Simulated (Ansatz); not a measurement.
**GeHF: taking an electron away**

How much energy removes an electron from GeHF at fixed geometry? The cation is run at each level and the neutral's energy taken from earlier runs.

Computed with Ansatz 0.2.0, Gaussian basis. Level: unrestricted cation, the program's frozen cores in correlated methods.

Plan: UKS PBE-D4/def2-TZVPP; UKS r2SCAN-D4/def2-TZVPP; UKS PBE0-D4/def2-TZVPP; UKS B3LYP-D4/def2-TZVPP; UKS wB97X-V/def2-TZVPP; UKS wB97M-V/def2-TZVPP; UKS B2PLYP/def2-TZVPP; UHF-CCSD(T)/def2-TZVPP; UHF-CCSD(T)/def2-QZVPP; extrapolation to the limit; then −ε(HOMO) from the neutral's earlier runs with LDA (SPW92), PBE-D4, revPBE-D4, BLYP-D4, r2SCAN-D4, B97M-V, PBE0-D4, B3LYP-D4, r2SCANh-D4, r2SCAN0-D4, HSE06-D4, BHLYP-D4, CAM-B3LYP-D4, LC-ωPBE, ωB97X-V, ωB97M-V.

## 1. Structure used throughout

An earlier PBE0-D4 in a triple-zeta def2 set relaxation fixed the geometry.

3 atoms, charge 0, spin multiplicity 1.

Atoms are counted from 1 here; the program's logs count them from 0.

Bond lengths: F1–Ge2 1.757 Å, Ge2–H3 1.609 Å. Angles: F1–Ge2–H3 94.2°.

## 2. Cation, UKS PBE-D4/def2-TZVPP

File in.yaml:

```yaml
crystal:
  periodic: [false, false, false]
  atoms:
    - {symbol: F, position_ang: [0.672104, 1.012635, 0.469698]}
    - {symbol: Ge, position_ang: [-0.657860, 0.195237, -0.335600]}
    - {symbol: H, position_ang: [-0.025244, -1.272673, -0.147399]}
basis:
  gaussian: {orbitals: def2-TZVPP}
total_charge: 1
magnetization: {spin_polarized: true, initial_magnetization: 1}
hamiltonian: {xc: pbe, dispersion: d4}
```

Started as:

```console
$ ansatz run in.yaml --threads 2 --pin off --events-out ev --progress --plain --max-ram 31744MiB --backend cpu
```

After this run come: Cation, UKS r2SCAN-D4/def2-TZVPP; Cation, UKS PBE0-D4/def2-TZVPP; Cation, UKS B3LYP-D4/def2-TZVPP; Cation, UKS wB97X-V/def2-TZVPP; Cation, UKS wB97M-V/def2-TZVPP; Cation, UKS B2PLYP (frozen core)/def2-TZVPP; Cation, UHF-CCSD(T)/def2-TZVPP; Cation, UHF-CCSD(T)/def2-QZVPP.

Before running them: what should the planned runs give, taken together? Wanted: ionisation energy, CCSD(T)/CBS; nearest functional by difference; nearest −ε(HOMO); −ε(HOMO) of PBE; T1 of the cation.

**Answer**, as computed:

```
                        quantity                value
  ionisation energy, CCSD(T)/CBS             10.16 eV
nearest functional by difference  B3LYP-D4 (-0.23 eV)
                nearest −ε(HOMO)   LC-ωPBE (-0.34 eV)
                 −ε(HOMO) of PBE              6.07 eV
                T1 of the cation                0.021
```

What this shows: Energy differences with functionals land within 0.47 eV of the reference. −ε(HOMO) of PBE misses by 4.1 eV, since self-interaction lifts the level. Among orbital estimates LC-ωPBE comes nearest. Hartree-Fock falls 1.11 eV short, as the neutral has more correlation energy than the cation. Correlated methods include outer-core shells of Ge, which these sets cover unevenly. With outer-core shells in play the reference is unsure by up to some tenths of an eV, so close misses can't be ranked.
